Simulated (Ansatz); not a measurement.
# NbIn2Se3: the cost of one run

Program: Ansatz 0.2.0. Level of theory: DFT PBE, scalar-relativistic, plane waves, PAW, unless a step names another level. These are calculated values, not measurements.

12 further runs of the same task are left out: 8 that didn't finish, 4 set aside as unsound or not needed. Runs told in other sessions of the task aren't counted.

### Step 1. Starting point

Symmetry: P-3m1, No. 164, trigonal system. Conventional cell: a = 3.649 Å, b = 3.649 Å, c = 13.802 Å, α = 90.00°, β = 90.00°, γ = 120.00°. Around Nb (site symmetry -3m) lie 6 Se at 2.65 Å. In (site symmetry 3m) has 3 Se at 2.89 Å in its first shell of neighbours. Around Se (site symmetry 3m) lie 3 Nb at 2.65 Å. Se (site symmetry -3m) is surrounded by 6 In at 2.89 Å.

As a file:

```
Nb In Se
1.0
     3.64947    0.00000    0.00000
    -1.82474    3.16054    0.00000
     0.00000    0.00000   13.80182
Nb In Se
1 2 3
Direct
  0.00000 0.00000 0.50000
  0.33333 0.66667 0.14295
  0.66667 0.33333 0.85705
  0.33333 0.66667 0.61625
  0.66667 0.33333 0.38375
  0.00000 0.00000 0.00000
```

It came out lowest among 27 distinct ends of the trial cells. At a tolerance of 0.05 Å it has space group P-3m1 (No. 164).

### Step 2. A stricter relaxation, on the response runs' mesh and smearing

File input.yaml:

```yaml
crystal:
  lattice:
    - [3.6494744252, 0.0, 0.0]
    - [-1.8247372126, 3.1605375627, 0.0]
    - [0.0, 0.0, 13.8018220886]
  atoms:
    - { symbol: Nb, position: [0.0, 0.0, 0.5] }
    - { symbol: In, position: [0.3333333333, 0.6666666667, 0.1429549497] }
    - { symbol: In, position: [0.6666666667, 0.3333333333, 0.8570450503] }
    - { symbol: Se, position: [0.3333333333, 0.6666666667, 0.616253907] }
    - { symbol: Se, position: [0.6666666667, 0.3333333333, 0.383746093] }
    - { symbol: Se, position: [0.0, 0.0, 0.0] }
basis:
  ecutwfc: 420
kpoints:
  mp_grid: { grid: [12, 12, 4] }
hamiltonian:
  xc: pbe
scf:
  occupations: { method: gaussian, width: 0.1 }
output:
  forces: true
  stress: true
  eigenvalues: true
relax:
  adjacent_minimum: "off"
  f_tol: 0.001
  max_steps: 60
  cell: { stress_tol: 0.01 }
```

Launch:

```bash
> ansatz run input.yaml --threads 3 --pin off --max-ram 7680MiB --backend cpu --events-out ev --progress --plain --runs-dir out
```

Q: Estimate wall time and peak memory on 3 threads of Arm Neoverse V2, shared host.

About 87 s, with a peak of 0.79 GiB.
